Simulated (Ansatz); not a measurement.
Runs of Ansatz 0.2.0 on NbAs. The cell holds a sheet with vacuum, 2 atoms: a = 3.612 Å, b = 3.612 Å, c = 23.800 Å, α = 90.00°, β = 90.00°, γ = 90.00°. The cell was built by a generator and needn't be a form met in nature.

```tsv
task	level	cutoff (eV)	basis error allowed	gap on the mesh (eV)	work function (eV)
work function	PBEsol	256	0.002 eV/atom	none	(a)
work function	LDA	256	0.002 eV/atom	none	4.70
projected density of states	PBE	256	0.002 eV/atom	-	4.40
single point	PBE	277	0.001 eV/atom	none	-
```

Alike in all rows: potentials or basis all-electron LAPW, scalar-relativistic; no spin polarisation; cell as given; k mesh 7 × 7 × 1; smearing fermi-dirac 0.05 eV.

**Question.** Estimate the missing entries.

**Answer.** (a) 4.50.

A k mesh can miss the band edges, and the runs leave out spin-orbit coupling on As, Nb.

A gap of «none» marks a metal or a gap under the smearing width.

Not every run made on this cell is shown here.
